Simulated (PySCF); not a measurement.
**La(NO2)3: how settings move a single point**

Which settings matter for La(NO2)3? Each run alters one on purpose. The structure is generated, not taken from experiment.

Program: PySCF 2.14.0. Level of theory: TPSS, La lcecp-1-SVP with ECP46, O def2-SVP, N def2-SVP; scalar-relativistic core potentials, no spin–orbit coupling. These are calculated values, not measurements.

3 further runs of the same task are left out: 2 for a known fault of the program, 1 that didn't finish.

**1. Where the work starts**

10 atoms, charge 0, spin multiplicity 1.

Bond lengths: La1–O2 2.492 Å, La1–O3 2.492 Å, La1–N4 2.965 Å, La1–O5 2.492 Å, La1–O6 2.492 Å, La1–N7 2.965 Å, La1–O8 2.492 Å, La1–O9 2.492 Å, La1–N10 2.965 Å, O2–N4 1.277 Å, O3–N4 1.277 Å, O5–N7 1.277 Å, O6–N7 1.277 Å, O8–N10 1.277 Å, O9–N10 1.277 Å. Angles: O2–La1–O3 50.4°, O2–La1–N4 25.2°, O2–La1–O5 103.2°, O2–La1–O6 126.2°, O2–La1–N7 116.9°, O2–La1–O8 103.2°, O2–La1–O9 126.2°, O2–La1–N10 116.9°, O3–La1–N4 25.2°, O3–La1–O5 126.2°, O3–La1–O6 103.2°, O3–La1–N7 116.9°, O3–La1–O8 126.2°, O3–La1–O9 103.2°, O3–La1–N10 116.9°, N4–La1–O5 116.9°, N4–La1–O6 116.9°, N4–La1–N7 120.0° and more.

As a file:

```xyz
10
charge 0, multiplicity 1
La    0.0000    0.0000    0.0000
O     2.2544    0.0000    1.0614
O     2.2544    0.0000   -1.0614
N     2.9649    0.0000    0.0000
O    -1.1272    1.9524    1.0614
O    -1.1272    1.9524   -1.0614
N    -1.4824    2.5676    0.0000
O    -1.1272   -1.9524    1.0614
O    -1.1272   -1.9524   -1.0614
N    -1.4824   -2.5676    0.0000
```

Formal oxidation states: La +3. The 4f shell is empty and lies in the core potential. An earlier session relaxed this geometry at TPSS, La lcecp-1-SVP with ECP46, O def2-SVP, N def2-SVP (singlet, point group D3h).

The sound run used a (50, 194) grid (finer on f atoms), a threshold of 1e-8 and at most 55 cycles, and ended at -646.788669 Eh.

**2. Try 1**

Contents of run.py (the lines that set the calculation):

```python
mol = gto.M(atom='''
La     0.00000     0.00000     0.00000
O      2.25443    -0.00001     1.06135
O      2.25443    -0.00001    -1.06135
N      2.96485    -0.00001     0.00000
O     -1.12721     1.95240     1.06135
O     -1.12721     1.95240    -1.06135
N     -1.48241     2.56765     0.00000
O     -1.12723    -1.95239     1.06135
O     -1.12723    -1.95239    -1.06135
N     -1.48244    -2.56763     0.00000''',
    basis={'La': 'lcecp-1-SVP', 'O': 'def2-SVP', 'N': 'def2-SVP'},
    ecp={'La': 'lcecp-1-SVP'},
    charge=0, spin=0)
mf = dft.RKS(mol, xc='TPSS')
mf.grids.atom_grid = (50, 194)  # f atoms: unpruned, at least (60, 302)
mf = mf.density_fit()  # fitting sets: La AutoAux, O def2-universal-JKFIT, N def2-universal-JKFIT
mf.conv_tol = 1e-08; mf.max_cycle = 55
mf.kernel(dm0)  # dm0: smeared density
```

On the command line:

```bash
OMP_NUM_THREADS=4 python run.py
```

Standard output:

```text
init E= -646.659343083064
  HOMO = -0.262262079103344  LUMO = -0.14876492266289  gap/eV = 3.08841
cycle= 1 E= -646.786259130936  delta_E= -0.127  |g|= 0.111  |ddm|= 0.592
  HOMO = -0.257456779992614  LUMO = -0.151643867471617  gap/eV = 2.87932
cycle= 2 E= -646.775894791249  delta_E= 0.0104  |g|= 0.259  |ddm|= 0.282
  HOMO = -0.25829916928498  LUMO = -0.149999335077977  gap/eV = 2.94699
cycle= 3 E= -646.788508405603  delta_E= -0.0126  |g|= 0.0259  |ddm|= 0.187
  HOMO = -0.259381076421466  LUMO = -0.150693081754712  gap/eV = 2.95755
cycle= 4 E= -646.788636294793  delta_E= -0.000128  |g|= 0.0108  |ddm|= 0.0399
  HOMO = -0.258892057403233  LUMO = -0.150108145797936  gap/eV = 2.96016
cycle= 5 E= -646.788668823616  delta_E= -3.25e-05  |g|= 0.000932  |ddm|= 0.0139
  HOMO = -0.258996006637224  LUMO = -0.150215032142329  gap/eV = 2.96008
cycle= 6 E= -646.788668984914  delta_E= -1.61e-07  |g|= 0.000134  |ddm|= 0.00107
  HOMO = -0.258982303031444  LUMO = -0.150201996175597  gap/eV = 2.96006
cycle= 7 E= -646.788668989793  delta_E= -4.88e-09  |g|= 9.54e-06  |ddm|= 0.000253
  HOMO = -0.258982756742074  LUMO = -0.150202692614402  gap/eV = 2.96006
Extra cycle  E= -646.788668989771  delta_E= 2.21e-11  |g|= 1.38e-05  |ddm|= 4.37e-05
converged SCF energy = -646.788668989771
```

Wall time 8.7 s (4 threads of Arm Neoverse V2, shared host).

Changed: the starting guess (smeared density). It converges in 7 cycles, at the sound run's energy within 0.001 eV, with a largest force component of 0.01 eV/Å. The result survives the change.

**3. Try 2**

Contents of run.py (the lines that set the calculation):

```python
mol = gto.M(atom='''
La     0.00000     0.00000     0.00000
O      2.11917    -0.00001     0.99767
O      2.11917    -0.00001    -0.99767
N      2.78696    -0.00001     0.00000
O     -1.05957     1.83526     0.99767
O     -1.05957     1.83526    -0.99767
N     -1.39347     2.41359     0.00000
O     -1.05959    -1.83525     0.99767
O     -1.05959    -1.83525    -0.99767
N     -1.39349    -2.41357     0.00000''',
    basis={'La': 'lcecp-1-SVP', 'O': 'def2-SVP', 'N': 'def2-SVP'},
    ecp={'La': 'lcecp-1-SVP'},
    charge=0, spin=0)
mf = dft.RKS(mol, xc='TPSS')
mf.grids.atom_grid = (50, 194)  # f atoms: unpruned, at least (60, 302)
mf = mf.density_fit()  # fitting sets: La AutoAux, O def2-universal-JKFIT, N def2-universal-JKFIT
mf.conv_tol = 1e-08; mf.max_cycle = 55
mf.kernel(dm0)  # dm0: free metal ions and neutral atoms
```

On the command line:

```bash
OMP_NUM_THREADS=4 python run.py
```

Standard output:

```text
init E= -653.967700121806
  HOMO = -0.214092371704257  LUMO = -0.0902757104438933  gap/eV = 3.36922
cycle= 1 E= -646.24553838858  delta_E= 7.72  |g|= 1.59  |ddm|=  4.3
  HOMO = -0.213078780930432  LUMO = -0.159271673198789  gap/eV = 1.46417
cycle= 2 E= -644.611492808328  delta_E= 1.63  |g|= 3.39  |ddm|= 3.22
  HOMO = -0.245894303354184  LUMO = -0.13233149147997  gap/eV = 3.09020
cycle= 3 E= -646.7185166062  delta_E= -2.11  |g|= 0.111  |ddm|= 2.26
  HOMO = -0.240246144539622  LUMO = -0.125133477047221  gap/eV = 3.13238
cycle= 4 E= -646.720200582365  delta_E= -0.00168  |g|= 0.0465  |ddm|= 0.135
  HOMO = -0.243502758098158  LUMO = -0.128625313259744  gap/eV = 3.12597
cycle= 5 E= -646.720514186874  delta_E= -0.000314  |g|= 0.0166  |ddm|= 0.047
  HOMO = -0.242296155223161  LUMO = -0.127629568955186  gap/eV = 3.12024
cycle= 6 E= -646.720582241806  delta_E= -6.81e-05  |g|= 0.00258  |ddm|= 0.0237
  HOMO = -0.242179862975653  LUMO = -0.127479457763073  gap/eV = 3.12116
cycle= 7 E= -646.72058410615  delta_E= -1.86e-06  |g|= 0.000221  |ddm|= 0.00485
  HOMO = -0.242199024524646  LUMO = -0.127497017432241  gap/eV = 3.12120
cycle= 8 E= -646.72058411611  delta_E= -9.96e-09  |g|= 1.51e-05  |ddm|= 0.000297
  HOMO = -0.24219837052681  LUMO = -0.127496159964427  gap/eV = 3.12121
Extra cycle  E= -646.720584116013  delta_E= 9.69e-11  |g|= 2.79e-05  |ddm|= 2.93e-05
converged SCF energy = -646.720584116013
```

It took 9.2 s on 4 threads of Arm Neoverse V2, shared host.

Changed: the scale of all coordinates (0.94). It converges in 8 cycles, +1.853 eV from the sound run, with a largest force component of 6.14 eV/Å. The setting is unsound, so these numbers aren't the compound's.

**4. Try 3**

Contents of run.py (the lines that set the calculation):

```python
mol = gto.M(atom='''
La     0.00000     0.00000     0.00000
O      2.25443    -0.00001     1.06135
O      2.25443    -0.00001    -1.06135
N      2.96485    -0.00001     0.00000
O     -1.12721     1.95240     1.06135
O     -1.12721     1.95240    -1.06135
N     -1.48241     2.56765     0.00000
O     -1.12723    -1.95239     1.06135
O     -1.12723    -1.95239    -1.06135
N     -1.48244    -2.56763     0.00000''',
    basis={'La': 'lcecp-1-SVP', 'O': 'def2-SVP', 'N': 'def2-SVP'},
    ecp={'La': 'lcecp-1-SVP'},
    charge=0, spin=0)
mf = dft.RKS(mol, xc='TPSS')
mf.grids.atom_grid = (50, 194)  # f atoms: unpruned, at least (60, 302)
mf = mf.density_fit()  # fitting sets: La AutoAux, O def2-universal-JKFIT, N def2-universal-JKFIT
mf.conv_tol = 0.001; mf.max_cycle = 55
mf.kernel(dm0)  # dm0: free metal ions and neutral atoms
```

On the command line:

```bash
OMP_NUM_THREADS=4 python run.py
```

Standard output:

```text
init E= -652.946786235833
  HOMO = -0.221514356770737  LUMO = -0.0979933752954049  gap/eV = 3.36118
cycle= 1 E= -646.174598871028  delta_E= 6.77  |g|= 1.74  |ddm|= 4.08
  HOMO = -0.20369469528049  LUMO = -0.180958041205728  gap/eV = 0.61870
cycle= 2 E= -643.216843694489  delta_E= 2.96  |g|= 4.27  |ddm|=  3.8
  HOMO = -0.265745211737668  LUMO = -0.157487820921549  gap/eV = 2.94583
cycle= 3 E= -646.785892302588  delta_E= -3.57  |g|= 0.126  |ddm|= 2.77
  HOMO = -0.255941061136356  LUMO = -0.146914284057534  gap/eV = 2.96677
cycle= 4 E= -646.787611693308  delta_E= -0.00172  |g|= 0.0738  |ddm|= 0.164
  HOMO = -0.260569712618587  LUMO = -0.151571360141234  gap/eV = 2.96600
cycle= 5 E= -646.78847313286  delta_E= -0.000861  |g|= 0.0264  |ddm|= 0.0895
  HOMO = -0.256828102920004  LUMO = -0.148286254057716  gap/eV = 2.95357
Extra cycle  E= -646.788153841766  delta_E= 0.000319  |g|= 0.0426  |ddm|= 0.0922
converged SCF energy = -646.788153841766
```

Wall time 7.3 s (4 threads of Arm Neoverse V2, shared host).

Changed: the SCF threshold (0.001). It converges in 5 cycles, +0.014 eV from the sound run, with a largest force component of 0.05 eV/Å. The setting is unsound, so these numbers aren't the compound's.

**5. Try 4**

run.py (the lines that set the calculation): that of step 4 with these lines changed.

```diff
@@ -15,5 +15,5 @@
 mf = dft.RKS(mol, xc='TPSS')
-mf.grids.atom_grid = (50, 194)  # f atoms: unpruned, at least (60, 302)
+mf.grids.atom_grid = (15, 26)  # f atoms: unpruned
 mf = mf.density_fit()  # fitting sets: La AutoAux, O def2-universal-JKFIT, N def2-universal-JKFIT
-mf.conv_tol = 0.001; mf.max_cycle = 55
+mf.conv_tol = 1e-08; mf.max_cycle = 55
 mf.kernel(dm0)  # dm0: free metal ions and neutral atoms
```

On the command line:

```bash
OMP_NUM_THREADS=4 python run.py
```

Standard output:

```text
init E= -652.839560866246
  HOMO = -0.222225913837308  LUMO = -0.0971616514525435  gap/eV = 3.40317
cycle= 1 E= -646.070938035577  delta_E= 6.77  |g|= 1.72  |ddm|= 4.14
  HOMO = -0.202264010785296  LUMO = -0.190668009707209  gap/eV = 0.31554
cycle= 2 E= -643.233674914321  delta_E= 2.84  |g|=  4.2  |ddm|= 3.74
  HOMO = -0.267883343956258  LUMO = -0.161453334294599  gap/eV = 2.89611
cycle= 3 E= -646.666946200781  delta_E= -3.43  |g|= 0.135  |ddm|= 2.71
  HOMO = -0.254970205990546  LUMO = -0.152401742991224  gap/eV = 2.79103
cycle= 4 E= -646.668859000919  delta_E= -0.00191  |g|= 0.0796  |ddm|= 0.174
  HOMO = -0.262271397945332  LUMO = -0.154952405151323  gap/eV = 2.92030
cycle= 5 E= -646.669816878276  delta_E= -0.000958  |g|= 0.0344  |ddm|= 0.0942
  HOMO = -0.260732230654908  LUMO = -0.155014921171119  gap/eV = 2.87671
cycle= 6 E= -646.670080169657  delta_E= -0.000263  |g|= 0.0113  |ddm|= 0.0385
  HOMO = -0.260362332327867  LUMO = -0.154666475245312  gap/eV = 2.87613
cycle= 7 E= -646.670103316684  delta_E= -2.31e-05  |g|= 0.00231  |ddm|= 0.00895
  HOMO = -0.26035477963019  LUMO = -0.154566445635666  gap/eV = 2.87865
cycle= 8 E= -646.670104597604  delta_E= -1.28e-06  |g|= 0.000344  |ddm|= 0.00351
  HOMO = -0.260375035454782  LUMO = -0.154588060774698  gap/eV = 2.87861
cycle= 9 E= -646.670104626769  delta_E= -2.92e-08  |g|= 5.16e-05  |ddm|= 0.000525
  HOMO = -0.260373330878831  LUMO = -0.154590783597337  gap/eV = 2.87849
cycle= 10 E= -646.670104627305  delta_E= -5.36e-10  |g|= 1.82e-05  |ddm|= 7.14e-05
  HOMO = -0.260374344130696  LUMO = -0.154587714297132  gap/eV = 2.87860
Extra cycle  E= -646.670104627091  delta_E= 2.14e-10  |g|= 3.64e-05  |ddm|= 5.11e-05
converged SCF energy = -646.670104627091
```

Run time: 4.8 s. Hardware: 4 threads of Arm Neoverse V2, shared host.

Changed: the integration grid, to (15, 26). It converges in 10 cycles, +3.226 eV from the sound run, with a largest force component of 5.51 eV/Å. The setting is unsound, so these numbers aren't the compound's.

**6. Results**

| run | changed | ending | energy change (eV) | cycles | time | usable |
| --- | --- | --- | --- | --- | --- | --- |
| 1 | the starting guess | converged | 0.000 | 7 | 8.7 s | yes |
| 2 | the scale of all coordinates | converged | +1.853 | 8 | 9.2 s | no |
| 3 | the SCF threshold | converged | +0.014 | 5 | 7.3 s | no |
| 4 | the integration grid | converged | +3.226 | 10 | 4.8 s | no |

1 of 4 altered runs gives a usable result. 3 ended normally with numbers unfit to quote.
